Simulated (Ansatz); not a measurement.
# CH6F2Si2, SMILES C[Si](F)(F)[SiH3]: a ladder of methods at one geometry

Program: Ansatz 0.2.0, Python API.

Run as a notebook:

```python
from pathlib import Path

import ansatz
import numpy as np

BASIS_SET = "def2-SVP"
```

```python
GEOMETRY = """
C    -0.97450   -1.24820    0.61120
Si    0.53230   -0.64550   -0.21680
F     1.74200   -1.14100    0.66080
F     0.70160   -1.33310   -1.66100
Si    0.53130    1.65000   -0.42880
H    -1.03990   -2.27710    0.70030
H    -1.09980   -0.77460    1.60600
H    -1.86650   -0.89630    0.01310
H     0.41940    2.31880    0.96980
H     1.76810    2.17290   -1.04040
H    -0.64870    2.11730   -1.19350
"""

molecule = ansatz.Crystal.molecule()
for line in GEOMETRY.strip().splitlines():
    symbol, *xyz = line.split()
    molecule = molecule.atom(symbol, [float(v) for v in xyz])
```

```python
setup = molecule.calculation().basis(gaussian=BASIS_SET)
```

```python
print("functional    E (Ha)        dipole (D)   HOMO (eV)  LUMO (eV)")
for name in ["pbe0", "hf", "revpbe", "cam_b3lyp", "r2scan", "b3lyp"]:
    r = setup.functional(name).forces().orbitals().run(threads=1, runs_dir="runs").report
    lines = Path(r["orbitals_path"]).read_text().splitlines()
    field_of = lambda key: [line.split("=")[1].strip() for line in lines if line.startswith(key)]
    orbitals = [(27.211386 * float(e), s, float(n)) for e, s, n in zip(field_of("Ene="), field_of("Spin="), field_of("Occup="))]
    homo = max(e for e, _, n in orbitals if n > 0.5)
    lumo = min(e for e, _, n in orbitals if n < 0.5)
    dipole = 4.803205 * np.linalg.norm(r["charge_distribution"]["dipole_moment_e_ang"])
    print(f"{name:10s} {r['free_energy_ev'] / 27.211386246:14.6f} {dipole:9.3f} {homo:11.3f} {lumo:10.3f}")
```

    functional    E (Ha)        dipole (D)   HOMO (eV)  LUMO (eV)
    pbe0          -819.650093     1.817      -8.433     -0.004
    hf            -817.854487     1.964     -11.551      3.364
    revpbe        -819.923845     1.634      -7.049     -0.735
    cam_b3lyp     -820.073196     1.768      -9.722      1.183
    r2scan        -819.973312     1.750      -7.459     -0.610
    b3lyp         -820.176478     1.739      -8.186     -0.125

What to keep in mind:
- Total energies depend on the basis set; only differences at equal settings carry meaning.
- The geometry is a force-field or estimated start, not a minimum of this method, and the basis set is short of its limit. A lower total doesn't mark the better method: functionals have no common bound, and MP2 and coupled cluster aren't variational.
- b3lyp holds the VWN-RPA fit, as in Gaussian; the form of ORCA and Turbomole is b3lyp5.
- Levels such as HOMO and LUMO are orbital energies: with these approximate functionals they aren't the ionisation energy and electron affinity, and their gap isn't the fundamental gap.
- The whole script took 29 s on 1 thread of Arm Neoverse V1, with other jobs on the host, peak memory 0.33 GiB.
